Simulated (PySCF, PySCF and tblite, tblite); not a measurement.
# C₃H₆BFO₂: telling isomers apart by computed NMR

Can the signals of one isomer of C₃H₆BFO₂ be assigned among several candidates?

Computed with tblite 0.8.0 (tight binding) and PySCF 2.14.0 (DFT, with response routines of our own); each step states its level. Atoms count from 0 throughout.

## 1. The molecule as given

13 atoms, charge 0, multiplicity 1; geometry from: UFF geometry. This is the first candidate.

Bonds of the start (Å): B4–O5 1.47, B4–O6 1.46, C0–C1 1.49, C0–H7 1.11, C0–H8 1.11, C0–H9 1.12, C1–C2 1.36, C1–H10 1.09, C2–B4 1.57, C2–F3 1.34, O5–H11 0.99, O6–H12 0.99.

## 2. GFN2-xTB relaxation, isomer A, conformer 1

What the job is given:

```
{"job": {"xc": "GFN2-xTB", "basis": "xTB", "kind": "relax"}, "charge": 0, "multiplicity": 1}
C     -1.649300     0.395700    -0.570700
C     -1.072600     0.191100     0.784700
C      0.232000    -0.116100     1.038300
F      0.605200    -0.278500     2.318900
B      1.343000    -0.292200    -0.059600
O      1.063700    -0.090600    -1.490800
O      2.695500    -0.657900     0.344500
H     -1.172600     1.274300    -1.058900
H     -1.524800    -0.516900    -1.188300
H     -2.748500     0.605400    -0.471100
H     -1.741100     0.274100     1.643000
H      1.270500     0.862100    -1.649600
H      2.694600    -1.650000     0.341700
```

Launch:

```console
OMP_NUM_THREADS=1 python ens_run.py task.json out
```

One launch serves the whole session.

The log of the run:

```text
step      E/eV     max force
  0    -641.78885    2.776
  1    -642.09003    1.802
  2    -642.21244    0.997
  3    -642.23830    0.678
  4    -642.26405    0.357
  5    -642.27441    0.317
  6    -642.29301    0.401
  7    -642.31518    0.378
  8    -642.33819    0.501
  9    -642.35921    0.602
 10    -642.39141    0.808
 11    -642.43954    0.989
 12    -642.49140    1.067
 13    -642.25134    3.575
 14    -642.59837    0.671
 15    -642.63865    0.533
 16    -642.71091    1.545
 17    -642.76494    0.925
 18    -642.90447    0.861
 19    -642.95546    1.232
 20    -642.99626    0.658
 21    -643.04745    0.574
 22    -643.09618    0.674
 23    -643.11939    0.710
 24    -643.14440    0.558
 25    -643.17106    0.479
 26    -643.19473    0.403
 27    -643.21086    0.319
 28    -643.22203    0.281
 29    -643.23214    0.229
 30    -643.23932    0.218
 31    -643.24321    0.201
 32    -643.24550    0.176
 33    -643.24823    0.178
 34    -643.25237    0.184
 35    -643.25735    0.179
 36    -643.26038    0.135
 37    -643.26345    0.179
 38    -643.26668    0.190
 39    -643.26961    0.151
 40    -643.27151    0.109
 41    -643.27288    0.110
 42    -643.27453    0.129
 43    -643.27655    0.138
 44    -643.27819    0.106
 45    -643.27912    0.085
 46    -643.27970    0.074
 47    -643.28021    0.056
 48    -643.28068    0.059
 49    -643.28106    0.059
 50    -643.28140    0.060
 51    -643.28181    0.063
 52    -643.28230    0.061
 53    -643.28278    0.059
 54    -643.28322    0.065
 55    -643.28376    0.085
 56    -643.28464    0.125
 57    -643.28602    0.136
 58    -643.28760    0.104
 59    -643.28899    0.104
 60    -643.29021    0.099
 61    -643.29125    0.088
 62    -643.29208    0.088
 63    -643.29261    0.054
 64    -643.29287    0.034
 65    -643.29287    0.034
 66    -643.29296    0.037
 67    -643.29340    0.041
 68    -643.29351    0.040
 69    -643.29388    0.043
 70    -643.29421    0.054
 71    -643.29462    0.055
 72    -643.29494    0.063
 73    -643.29521    0.052
 74    -643.29550    0.048
 75    -643.29579    0.049
 76    -643.29600    0.042
 77    -643.29614    0.036
 78    -643.29629    0.045
 79    -643.29648    0.048
 80    -643.29667    0.037
 81    -643.29681    0.030
 82    -643.29691    0.023
 83    -643.29700    0.027
 84    -643.29712    0.033
 85    -643.29724    0.028
 86    -643.29732    0.026
 87    -643.29738    0.023
 88    -643.29744    0.019
 89    -643.29750    0.020
 90    -643.29756    0.019
 91    -643.29762    0.025
 92    -643.29769    0.024
 93    -643.29776    0.025
 94    -643.29784    0.024
 95    -643.29792    0.021
 96    -643.29800    0.024
 97    -643.29808    0.024
 98    -643.29816    0.026
 99    -643.29825    0.023
100    -643.29833    0.026
101    -643.29840    0.022
102    -643.29845    0.018
103    -643.29850    0.015
104    -643.29855    0.020
105    -643.29861    0.024
106    -643.29869    0.026
107    -643.29876    0.029
108    -643.29883    0.031
109    -643.29894    0.032
110    -643.29911    0.042
111    -643.29938    0.051
112    -643.29968    0.045
113    -643.29990    0.032
114    -643.30007    0.033
115    -643.30027    0.041
116    -643.30053    0.042
117    -643.30083    0.048
118    -643.30105    0.058
119    -643.30124    0.054
120    -643.30147    0.046
121    -643.30181    0.045
122    -643.30211    0.056
123    -643.30262    0.080
124    -643.30322    0.075
125    -643.30357    0.114
126    -643.30411    0.121
127    -643.30479    0.077
128    -643.30548    0.065
129    -643.30641    0.095
130    -643.30781    0.108
131    -643.31010    0.114
132    -643.29063    0.738
133    -643.31325    0.150
134    -643.31503    0.073
135    -643.31036    0.543
136    -643.31876    0.075
137    -643.32056    0.088
138    -643.30521    0.714
139    -643.32287    0.087
140    -643.32437    0.086
141    -643.31715    0.637
142    -643.32783    0.076
143    -643.32958    0.084
144    -643.32977    0.462
145    -643.33435    0.107
146    -643.33622    0.103
147    -643.34139    0.351
148    -643.34573    0.104
149    -643.34845    0.107
150    -643.35069    0.148
151    -643.35233    0.087
152    -643.35306    0.074
153    -643.35437    0.063
154    -643.35500    0.060
155    -643.35582    0.042
156    -643.35610    0.031
157    -643.35621    0.025
158    -643.35627    0.018
159    -643.35632    0.020
160    -643.35636    0.021
161    -643.35640    0.016
162    -643.35642    0.012
163    -643.35644    0.009
164    -643.35646    0.009
165    -643.35648    0.008
166    -643.35649    0.008
167    -643.35649    0.008
168    -643.35650    0.006
169    -643.35651    0.006
170    -643.35651    0.008
171    -643.35652    0.007
172    -643.35653    0.007
173    -643.35653    0.007
174    -643.35654    0.007
175    -643.35654    0.006
176    -643.35654    0.005
177    -643.35655    0.005
178    -643.35655    0.006
179    -643.35655    0.006
180    -643.35656    0.005
181    -643.35656    0.004
```

Run time: 0.61 s. Hardware: 1 thread of Arm Neoverse V2, shared host.

Relaxing gained 1.568 eV and moved the atoms by 0.69 Å on average (rms).

## 3. Shieldings, isomer A, conformer 1: B97-2/pcSseg-1 in chloroform

What the job is given:

```
{"job": {"xc": "B97-2", "basis": "pcSseg-1", "solvent": "chloroform", "kind": "nmr", "pop": true}, "charge": 0, "multiplicity": 1}
C     -1.768834     0.594011    -0.446228
C     -1.068487     0.176165     0.795113
C      0.202964    -0.206702     0.854435
F      0.667992    -0.559979     2.109246
B      1.326326    -0.345316    -0.247408
O      1.065785    -0.045253    -1.537282
O      2.569220    -0.769075     0.090236
H     -2.135398     1.614235    -0.337608
H     -1.100882     0.538306    -1.298397
H     -2.631528    -0.049265    -0.616304
H     -1.650864     0.189966     1.709078
H      1.823956    -0.168758    -2.111165
H      2.695362    -0.967846     1.018557
```

The log of the run:

```text
coarse grid: 11328 points
cycle   1  E = -392.7840278332  dE =  9.131e-01  |g| = 9.671e-01  |ddm| = 3.144e+00
cycle   2  E = -392.6260899503  dE =  1.579e-01  |g| = 1.360e+00  |ddm| = 1.381e+00
cycle   3  E = -392.9433976619  dE = -3.173e-01  |g| = 9.709e-02  |ddm| = 8.749e-01
cycle   4  E = -392.9454248739  dE = -2.027e-03  |g| = 3.470e-02  |ddm| = 1.009e-01
cycle   5  E = -392.9456787146  dE = -2.538e-04  |g| = 1.332e-02  |ddm| = 3.227e-02
cycle   6  E = -392.9457144899  dE = -3.578e-05  |g| = 3.483e-03  |ddm| = 1.055e-02
cycle   7  E = -392.9457173014  dE = -2.811e-06  |g| = 1.076e-03  |ddm| = 3.095e-03
final grid: 111088 points
cycle   8  E = -393.0062507878  dE = -6.422e-05  |g| = 6.393e-03  |ddm| = 2.809e-02
cycle   9  E = -393.0062454159  dE =  5.372e-06  |g| = 8.772e-03  |ddm| = 7.972e-03
cycle  10  E = -393.0062566880  dE = -1.127e-05  |g| = 5.449e-04  |ddm| = 5.013e-03
cycle  11  E = -393.0062567380  dE = -4.998e-08  |g| = 2.452e-04  |ddm| = 5.563e-04
cycle  12  E = -393.0062567509  dE = -1.299e-08  |g| = 9.470e-05  |ddm| = 2.301e-04
cycle  13  E = -393.0062567530  dE = -2.069e-09  |g| = 1.654e-05  |ddm| = 8.327e-05
cycle  14  E = -393.0062567531  dE = -5.457e-11  |g| = 6.432e-06  |ddm| = 1.528e-05
converged SCF energy = -393.0062567531

GIAO shielding tensors (ppm)
atom      isotropic    diamagn.    paramagn.     s11        s22        s33       span
  0 C      171.609     249.995     -78.386    156.958    175.682    182.187     25.230
  1 C       53.040     257.376    -204.336    -55.059     62.420    151.759    206.818
  2 C       22.548     255.907    -233.359    -63.963     62.905     68.702    132.665
  3 F      308.563     477.313    -168.750    221.578    336.288    367.824    146.245
  4 B       78.436     194.508    -116.072     61.684     79.791     93.833     32.149
  5 O      227.946     389.019    -161.072    137.934    262.134    283.771    145.837
  6 O      221.995     387.268    -165.273    108.168    262.926    294.890    186.722
  7 H       29.991      28.898       1.093     26.044     27.492     36.437     10.393
  8 H       28.727      31.420      -2.694     22.612     29.020     34.547     11.935
  9 H       29.995      28.888       1.107     26.035     27.506     36.445     10.409
 10 H       25.233      31.163      -5.931     23.327     23.865     28.506      5.179
 11 H       27.009      29.160      -2.151     20.783     23.082     37.163     16.380
 12 H       26.435      31.638      -5.203     19.110     24.815     35.380     16.270
```

It took 17 s on 1 thread of Arm Neoverse V2, shared host.

In short: HOMO -7.00 eV, LUMO -0.56 eV; dipole 0.88 D.

The fields below are evaluated on a grid from the run's orbitals.

Frontier orbitals at B97-2/pcSseg-1, with the share of their density that lies nearest to each atom:

```csv
orbital,energy (eV),lies on
HOMO,-7.00,"C1, C2 about 33 % each; F3 13 %"
LUMO,-0.56,C1 28 %; B4 22 %; C2 22 %
```

ELF in a plane through or near 11 of the atoms.

Values, 10 rows by 14 columns:
```
0.00 0.00 0.00 0.00 0.00 0.00 0.00 0.00 0.00 0.00 0.00 0.00 0.00 0.00
0.00 0.00 0.00 0.00 0.00 0.01 0.04 0.00 0.00 0.00 0.00 0.00 0.00 0.00
0.00 0.00 0.00 0.00 0.09 0.67 0.84 0.31 0.12 0.94 0.11 0.00 0.00 0.00
0.00 0.00 0.12 0.82 0.03 0.77 0.79 0.19 0.79 1.00 0.42 0.00 0.00 0.00
0.00 0.00 0.20 0.97 0.65 0.31 0.33 0.77 0.64 0.60 0.04 0.01 0.00 0.00
0.00 0.02 0.58 0.76 0.81 0.99 0.59 0.08 0.52 0.47 0.63 0.11 0.00 0.00
0.00 0.00 0.18 0.22 0.07 0.78 0.73 0.07 1.00 0.89 0.24 0.05 0.00 0.00
0.00 0.00 0.00 0.04 0.92 0.89 0.78 0.19 0.36 0.55 0.01 0.00 0.00 0.00
0.00 0.00 0.00 0.00 0.19 0.09 0.02 0.00 0.00 0.00 0.00 0.00 0.00 0.00
0.00 0.00 0.00 0.00 0.00 0.00 0.00 0.00 0.00 0.00 0.00 0.00 0.00 0.00
```
The map spans 11.0 Å across and 9.5 Å up, centred on the molecule. Atoms in the plane (x, y in Å): C0 (1.9, -0.4), C1 (1.1, 0.8), C2 (-0.3, 0.9), F3 (-0.8, 2.1), B4 (-1.4, -0.3), O5 (-1.0, -1.6), O6 (-2.7, 0.0), H8 (1.2, -1.3), H10 (1.6, 1.8), H11 (-1.8, -2.2), H12 (-2.9, 1.0).

On the surface of density 0.002 e/bohr³ the electrostatic potential runs, from the 1st to the 99th percentile, from -1.02 V near O6 to 2.29 V near H11.

## 4. Single-point energy, isomer A, conformer 1: PBE0/def2-SVP in chloroform

The job, as its differences from that of step 3:

```diff
@@ -1,2 +1,2 @@
-{"job": {"xc": "B97-2", "basis": "pcSseg-1", "solvent": "chloroform", "kind": "nmr", "pop": true}, "charge": 0, "multiplicity": 1}
+{"job": {"xc": "PBE0", "basis": "def2-SVP", "solvent": "chloroform", "kind": "sp"}, "charge": 0, "multiplicity": 1}
 C     -1.768834     0.594011    -0.446228
```

The log of the run:

```text
coarse grid: 11328 points
cycle   1  E = -392.2407161611  dE =  8.870e-01  |g| = 8.975e-01  |ddm| = 3.792e+00
cycle   2  E = -392.1196686185  dE =  1.210e-01  |g| = 1.215e+00  |ddm| = 1.811e+00
cycle   3  E = -392.3858516588  dE = -2.662e-01  |g| = 8.761e-02  |ddm| = 1.109e+00
cycle   4  E = -392.3875418869  dE = -1.690e-03  |g| = 3.115e-02  |ddm| = 1.088e-01
cycle   5  E = -392.3877496259  dE = -2.077e-04  |g| = 1.210e-02  |ddm| = 3.631e-02
cycle   6  E = -392.3877817965  dE = -3.217e-05  |g| = 2.987e-03  |ddm| = 1.218e-02
cycle   7  E = -392.3877839721  dE = -2.176e-06  |g| = 8.261e-04  |ddm| = 3.177e-03
final grid: 111088 points
cycle   8  E = -392.4527894101  dE = -3.461e-05  |g| = 9.077e-03  |ddm| = 2.434e-02
cycle   9  E = -392.4527742147  dE =  1.520e-05  |g| = 1.288e-02  |ddm| = 1.870e-02
cycle  10  E = -392.4528072889  dE = -3.307e-05  |g| = 9.633e-04  |ddm| = 1.099e-02
cycle  11  E = -392.4528074814  dE = -1.925e-07  |g| = 1.996e-04  |ddm| = 1.019e-03
cycle  12  E = -392.4528074873  dE = -5.892e-09  |g| = 1.144e-04  |ddm| = 2.397e-04
cycle  13  E = -392.4528074903  dE = -3.005e-09  |g| = 1.695e-05  |ddm| = 1.058e-04
cycle  14  E = -392.4528074904  dE = -6.321e-11  |g| = 6.795e-06  |ddm| = 2.269e-05
converged SCF energy = -392.4528074904
```

It took 5.4 s on 1 thread of Arm Neoverse V2, shared host.

This run: HOMO -7.12 eV, LUMO -0.35 eV; dipole 0.84 D.

## 5. Boltzmann average, isomer A: properties at B97-2/pcSseg-1 in chloroform

What the job is given:

```
{"job": {"study": "conf", "smiles": "C/C=C(/F)B(O)O", "search": {"seed": 6049, "n_embed": 150, "ff_keep": 22, "window": 2.5, "nmax": 6, "temps": [250, 298.15, 350], "t_ref": 298.15, "order": 0.0005}, "level": {"nmr": {"xc": "B97-2", "basis": "pcSseg-1", "solvent": "chloroform"}, "sp": {"xc": "PBE0", "basis": "def2-SVP", "solvent": "chloroform"}}, "kind": "conf"}, "charge": 0, "multiplicity": 1}
C     -1.768834     0.594011    -0.446228
C     -1.068487     0.176165     0.795113
C      0.202964    -0.206702     0.854435
F      0.667992    -0.559979     2.109246
B      1.326326    -0.345316    -0.247408
O      1.065785    -0.045253    -1.537282
O      2.569220    -0.769075     0.090236
H     -2.135398     1.614235    -0.337608
H     -1.100882     0.538306    -1.298397
H     -2.631528    -0.049265    -0.616304
H     -1.650864     0.189966     1.709078
H      1.823956    -0.168758    -2.111165
H      2.695362    -0.967846     1.018557
```

The log of the run:

```text
conformer  sym    E(xTB)   E(DFT)   G(298.15 K)  weight  dipole/D
    1     Cs      0.000    0.000    0.000   1.0000    0.840

mean shielding (ppm) by class
class atoms           250 K   298.15 K      350 K
  0 C  0            171.609    171.609    171.609
  1 C  1              53.04      53.04      53.04
  2 C  2             22.548     22.548     22.548
  3 F  3            308.563    308.563    308.563
  4 B  4             78.436     78.436     78.436
  5 O  5,6          224.971    224.971    224.971
  6 H  7,8,9         29.571     29.571     29.571
  7 H  10            25.233     25.233     25.233
  8 H  11,12         26.722     26.722     26.722
```

It took 24 s on 1 thread of Arm Neoverse V2, shared host. This counts the runs that the step sums up.

The search (ETKDG and KDG, UFF, GFN2-xTB) embedded 150 structures, kept 2 distinct ones after the force field and 1 after xTB; 1 was carried on (window 2.5 kcal/mol at the search's own energies). Energies: PBE0/def2-SVP in chloroform with D3(BJ).

The conformers at 298 K:

```csv
no.,group,mirror pair,ΔE xTB,ΔE DFT,ΔG,weight (%),μ (D),F3–C2–B4–O5 (°),O6–B4–O5–H11 (°),O5–B4–O6–H12 (°),"A, B, C (GHz)"
1,Cs,no,0.00,0.00,0.00,100.0,0.84,-180,0,-180,"3.35, 2.26, 1.36"
```

Energies in kcal/mol. ΔG holds xTB vibrations and rotation, symmetry numbers and mirror pairs.

Shifts against references run at the same level (1H TMS 31.80, 13C TMS 186.8 ppm of shielding), by class of atoms, at 298 K:

```csv
atoms,environment,average
C2,fully substituted alkene carbon,164.3
C1,alkene CH,133.8
C0,allylic methyl carbon,15.2
H10,hydrogen on an alkene CH,6.57
"H11, H12",hydrogen on an oxygen bonded to B,5.08
"H7, H8, H9",hydrogen on an allylic methyl carbon,2.23
F3,vinylic fluorine,308.6 (σ)
B4,"boron bonded to C, 2 O",78.4 (σ)
"O5, O6","oxygen bonded to B, H",225.0 (σ)
```

Effective distances for nuclear Overhauser effects, ⟨r⁻⁶⟩^(−1/6) over all pairs of two classes (Å): H7···H10 2.65.

## 6. GFN2-xTB relaxation, isomer B, conformer 1

What the job is given:

```
{"job": {"xc": "GFN2-xTB", "basis": "xTB", "kind": "relax"}, "charge": 0, "multiplicity": 1}
C     -2.198500    -0.368200     0.220000
C     -0.786400    -0.471000    -0.237300
C      0.152900     0.410900     0.165700
F     -0.200600     1.452700     0.972600
B      1.639400     0.300200    -0.298900
O      2.062900    -0.785600    -1.188600
O      2.616300     1.296400     0.137400
H     -2.256200    -0.421300     1.332600
H     -2.633700     0.596300    -0.118600
H     -2.806000    -1.197400    -0.208600
H     -0.515100    -1.302500    -0.883700
H      2.339500    -1.514700    -0.570100
H      2.581300     2.004700    -0.538800
```

The log of the run:

```text
step      E/eV     max force
  0    -641.84577    2.841
  1    -642.12727    1.736
  2    -642.24179    1.107
  3    -642.26520    0.549
  4    -642.28694    0.392
  5    -642.29942    0.371
  6    -642.31652    0.492
  7    -642.34090    0.527
  8    -642.36478    0.562
  9    -642.38760    0.619
 10    -642.41938    0.688
 11    -642.46263    0.882
 12    -642.49689    1.604
 13    -642.41439    2.379
 14    -642.57240    0.482
 15    -642.59901    0.441
 16    -642.64678    0.505
 17    -642.67092    0.684
 18    -642.73174    0.740
 19    -642.75613    0.455
 20    -642.78014    0.439
 21    -642.80110    0.416
 22    -642.81512    0.500
 23    -642.83260    0.583
 24    -642.85619    0.656
 25    -642.90075    1.258
 26    -642.95671    0.745
 27    -643.04674    1.013
 28    -643.10952    0.788
 29    -643.13670    1.064
 30    -643.16238    0.444
 31    -643.18669    0.324
 32    -643.22229    0.568
 33    -643.23177    0.405
 34    -643.23750    0.214
 35    -643.24119    0.140
 36    -643.24478    0.183
 37    -643.24838    0.165
 38    -643.25067    0.117
 39    -643.25241    0.112
 40    -643.25515    0.137
 41    -643.25903    0.169
 42    -643.26375    0.168
 43    -643.26856    0.224
 44    -643.27358    0.245
 45    -643.27839    0.201
 46    -643.28193    0.137
 47    -643.28417    0.110
 48    -643.28589    0.116
 49    -643.28786    0.135
 50    -643.29024    0.167
 51    -643.29240    0.139
 52    -643.29388    0.105
 53    -643.29494    0.093
 54    -643.29607    0.135
 55    -643.29737    0.103
 56    -643.29836    0.084
 57    -643.29893    0.055
 58    -643.29938    0.057
 59    -643.29989    0.070
 60    -643.30039    0.073
 61    -643.30076    0.060
 62    -643.30097    0.045
 63    -643.30113    0.039
 64    -643.30113    0.039
 65    -643.30121    0.031
 66    -643.30145    0.031
 67    -643.30157    0.041
 68    -643.30182    0.053
 69    -643.30204    0.053
 70    -643.30236    0.051
 71    -643.30278    0.066
 72    -643.30339    0.072
 73    -643.30408    0.065
 74    -643.30473    0.063
 75    -643.30543    0.068
 76    -643.30629    0.087
 77    -643.30719    0.096
 78    -643.30804    0.072
 79    -643.30888    0.084
 80    -643.30998    0.107
 81    -643.31150    0.108
 82    -643.31317    0.104
 83    -643.31435    0.102
 84    -643.31537    0.111
 85    -643.31524    0.159
 86    -643.31693    0.075
 87    -643.31733    0.057
 88    -643.31784    0.057
 89    -643.31817    0.059
 90    -643.31911    0.087
 91    -643.32002    0.089
 92    -643.32112    0.065
 93    -643.32156    0.052
 94    -643.32183    0.042
 95    -643.32222    0.064
 96    -643.32275    0.074
 97    -643.32337    0.098
 98    -643.32408    0.109
 99    -643.32493    0.100
100    -643.32589    0.083
101    -643.32679    0.075
102    -643.32730    0.081
103    -643.32806    0.083
104    -643.32868    0.071
105    -643.33004    0.073
106    -643.33069    0.081
107    -643.33143    0.062
108    -643.33194    0.060
109    -643.33249    0.045
110    -643.33289    0.051
111    -643.33310    0.046
112    -643.33324    0.051
113    -643.33341    0.036
114    -643.33357    0.025
115    -643.33371    0.024
116    -643.33387    0.023
117    -643.33402    0.022
118    -643.33414    0.025
119    -643.33425    0.026
120    -643.33435    0.026
121    -643.33451    0.030
122    -643.33478    0.043
123    -643.33517    0.051
124    -643.33562    0.054
125    -643.33602    0.054
126    -643.33642    0.053
127    -643.33687    0.052
128    -643.33722    0.064
129    -643.33743    0.046
130    -643.33766    0.033
131    -643.33777    0.019
132    -643.33782    0.015
133    -643.33787    0.010
134    -643.33788    0.009
135    -643.33789    0.009
136    -643.33790    0.008
137    -643.33791    0.007
138    -643.33792    0.005
139    -643.33792    0.005
140    -643.33792    0.005
141    -643.33793    0.005
142    -643.33793    0.004
143    -643.33793    0.003
```

It took 0.49 s on 1 thread of Arm Neoverse V2, shared host.

Relaxing gained 1.492 eV and moved the atoms by 0.56 Å on average (rms).

(Part 1 of 2 ends here.)
